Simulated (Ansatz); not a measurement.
## CH₅ClSn, SMILES [CH3][SnH2][Cl]: a rigid scan of one bond length

Computed with Ansatz's Python interface.

`run_scan.py`:
```python
'''Potential curve of CH5ClSn along one bond.'''

import ansatz
import numpy as np

geometry_ang = [
    ('C', (-0.8498, 0.6916, -0.199)),
    ('Sn', (0.63, -0.709, 0.1953)),
    ('Cl', (2.711, 0.2821, -0.1622)),
    ('H', (-0.7401, 1.0877, -1.2668)),
    ('H', (-1.8916, 0.2669, -0.0669)),
    ('H', (-0.7781, 1.6201, 0.4684)),
    ('H', (0.5282, -1.2393, 1.8615)),
    ('H', (0.4826, -2.0572, -0.8861)),
]
system = ansatz.Crystal.molecule()
for symbol, xyz in geometry_ang:
    system = system.atom(symbol, xyz)

symbols = [site.symbol for site in system.cartesian_sites]
start = np.array([site.position_ang for site in system.cartesian_sites])
axis = (start[1] - start[0]) / np.linalg.norm(start[1] - start[0])
moving = [1, 2, 6, 7]
lengths, energies = [1.826, 1.909, 1.992, 2.075, 2.158, 2.241, 2.324, 2.449], []
for length in lengths:
    xyz = start.copy()
    xyz[moving] += (length - np.linalg.norm(start[1] - start[0])) * axis
    point = ansatz.Crystal.molecule()
    for symbol, xyz in zip(symbols, xyz):
        point = point.atom(symbol, xyz.tolist())
    calc = (
        point.calculation()
        .basis(gaussian='def2-SVP')
        .functional('r2scan0')
        .scf(lower_state_search='off')  # control of the self-consistency loop
    )
    r = calc.run().report
    energies.append(r['free_energy_ev'])
    print(f'r = {length:6.3f} A  E = {energies[-1]:.5f} eV  <S^2> = {abs(r["mean_field"]["state"]["spin_squared"]):.3f}')

# quartic fit about the minimum
fit = np.polynomial.Polynomial.fit(lengths, np.array(energies) - min(energies), 4).convert()
roots = [r.real for r in fit.deriv().roots() if abs(r.imag) < 1e-9 and fit.deriv(2)(r.real) > 0]
r_e = min(roots, key=lambda r: abs(r - lengths[int(np.argmin(energies))]))
print(f'minimum of the fit at {r_e:.4f} A, force constant {fit.deriv(2)(r_e):.2f} eV/A^2')
```

Output of `python run_scan.py`:
```text
r =  1.826 A  E = -19467.18652 eV  <S^2> = 0.000
r =  1.909 A  E = -19467.76466 eV  <S^2> = 0.000
r =  1.992 A  E = -19468.09125 eV  <S^2> = 0.000
r =  2.075 A  E = -19468.23646 eV  <S^2> = 0.000
r =  2.158 A  E = -19468.25177 eV  <S^2> = 0.000
r =  2.241 A  E = -19468.17511 eV  <S^2> = 0.000
r =  2.324 A  E = -19468.03436 eV  <S^2> = 0.000
r =  2.449 A  E = -19467.74498 eV  <S^2> = 0.000
minimum of the fit at 2.1259 A, force constant 15.11 eV/A^2
```

The settings weren't tested for convergence. The rest of the molecule is held rigid at a force-field or estimated start geometry, and the basis set is modest; single-reference methods fail as a bond breaks. def2 sets replace the cores of elements past krypton by effective core potentials. The orbitals are restricted, so S² is zero by construction. Wall time of the script: 21 s on 1 thread of Arm Neoverse V2, on a shared host, peak memory 0.21 GiB.

(Lines on the test bed's own set-up are left out of the output.)
